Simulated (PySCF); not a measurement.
**Nd(NO3)3: other functionals and bases at one geometry**

An exercise on one series of results from a longer session: the logs are not shown, and one member is left open.

The runs use PySCF 2.14.0; several levels, as the steps say, no spin–orbit coupling.

5 further runs of the same task are left out: 2 for a known fault of the program, 3 that didn't finish.

## The starting structure

13 atoms, charge 0, spin multiplicity 1.

Bond lengths: Nd1–O2 2.393 Å, Nd1–O3 2.393 Å, Nd1–N4 2.839 Å, Nd1–O6 2.393 Å, Nd1–O7 2.393 Å, Nd1–N8 2.839 Å, Nd1–O10 2.393 Å, Nd1–O11 2.393 Å, Nd1–N12 2.839 Å, O2–N4 1.291 Å, O3–N4 1.291 Å, N4–O5 1.189 Å, O6–N8 1.291 Å, O7–N8 1.291 Å, N8–O9 1.189 Å, O10–N12 1.291 Å, O11–N12 1.291 Å, N12–O13 1.189 Å. Angles: O2–Nd1–O3 53.8°, O2–Nd1–N4 26.9°, O2–Nd1–O6 101.5°, O2–Nd1–O7 119.7°, O2–Nd1–N8 112.9°, O2–Nd1–O10 101.5°, O2–Nd1–O11 134.2°, O2–Nd1–N12 120.2°, O3–Nd1–N4 26.9°, O3–Nd1–O6 134.2°, O3–Nd1–O7 101.5°, O3–Nd1–N8 120.2°, O3–Nd1–O10 119.7°, O3–Nd1–O11 101.5°, O3–Nd1–N12 112.9°, N4–Nd1–O6 120.2°, N4–Nd1–O7 112.9°, N4–Nd1–N8 120.0° and more.

As a file:

```
Nd    0.0000    0.0000    0.0000
O     2.1343    0.1560    1.0706
O     2.1343   -0.1560   -1.0706
N     2.8390    0.0000    0.0000
O     4.0279    0.0000    0.0000
O    -1.2022    1.7703    1.0706
O    -0.9320    1.9263   -1.0706
N    -1.4195    2.4586    0.0000
O    -2.0139    3.4883    0.0000
O    -0.9321   -1.9263    1.0706
O    -1.2022   -1.7703   -1.0706
N    -1.4195   -2.4586    0.0000
O    -2.0139   -3.4882    0.0000
```

Formal oxidation states: Nd +3. Each metal's 3 4f electrons lie in its core potential, so multiplicities, spins and levels count the valence alone. An earlier session relaxed this geometry at r2SCAN, Nd lcecp-1-SVP with ECP49, O def2-SVP, N def2-SVP (singlet, point group D3).

At r2SCAN on the finer grid: E = -874.085823 Eh, HOMO -7.95 eV, LUMO -3.74 eV, Mulliken charge on Nd1 +1.34 e, largest force component 0.079 eV/Å. 

Levels to run: BLYP; PBE; revPBE; CAM-B3LYP. Hardware: 4 threads of Arm Neoverse V2, shared host.

Set-up of the first run:

run.py (the lines that set the calculation)

```python
mol = gto.M(atom='''
Nd     0.00000     0.00000     0.00000
O      2.13427     0.15598     1.07058
O      2.13427    -0.15599    -1.07058
N      2.83897    -0.00001     0.00000
O      4.02789    -0.00001     0.00000
O     -1.20222     1.77034     1.07058
O     -0.93204     1.92632    -1.07058
N     -1.41948     2.45862     0.00000
O     -2.01394     3.48826     0.00000
O     -0.93205    -1.92632     1.07058
O     -1.20222    -1.77033    -1.07058
N     -1.41949    -2.45862     0.00000
O     -2.01395    -3.48825     0.00000''',
    basis={'Nd': 'lcecp-1-SVP', 'O': 'def2-SVP', 'N': 'def2-SVP'},
    ecp={'Nd': 'lcecp-1-SVP'},
    charge=0, spin=0)
mf = dft.RKS(mol, xc='BLYP')
mf.grids.atom_grid = (75, 302)  # f atoms: unpruned, at least (60, 302)
mf = mf.density_fit()  # fitting sets: Nd AutoAux, O def2-universal-JKFIT, N def2-universal-JKFIT
mf.conv_tol = 1e-08; mf.max_cycle = 55
mf.kernel(dm0)  # dm0: the density of the relaxed state
```

Launch:

```
$ OMP_NUM_THREADS=4 python run.py
```

Among the steps run: BLYP; PBE; revPBE; CAM-B3LYP.

One of the session's tables, all rows but one given; the rest of the session is left out.

```
                level  HOMO (eV)  gap (eV)  charge on Nd1 (e)  largest force component (eV/Å)
r2SCAN (relaxed here)      -7.95      4.20               1.34                            0.08
                 BLYP      -7.24      3.67               1.10                            1.63
                  PBE          ?         ?                  ?                               ?
               revPBE      -7.33      3.73               1.18                            1.30
            CAM-B3LYP     -10.79      9.05               1.32                            0.75
```

**Question.** Estimate the row for PBE.

**Answer.** HOMO (eV): -7.39; gap (eV): 3.69; charge on Nd1 (e): 1.14; largest force component (eV/Å): 0.97. In the column «HOMO (eV)» it lies between r2SCAN (relaxed here) (-7.95) and revPBE (-7.33).

In one basis the HOMO–LUMO gap runs from 3.67 eV (BLYP) to 9.05 eV (CAM-B3LYP). The largest leftover force, 1.63 eV/Å with BLYP, stands at a geometry relaxed at another level. With 4f in the core, its levels are missing from HOMO and gap, and its count is fixed, so no charge can pass from the ligands into it. Total energies of different levels can't be compared.
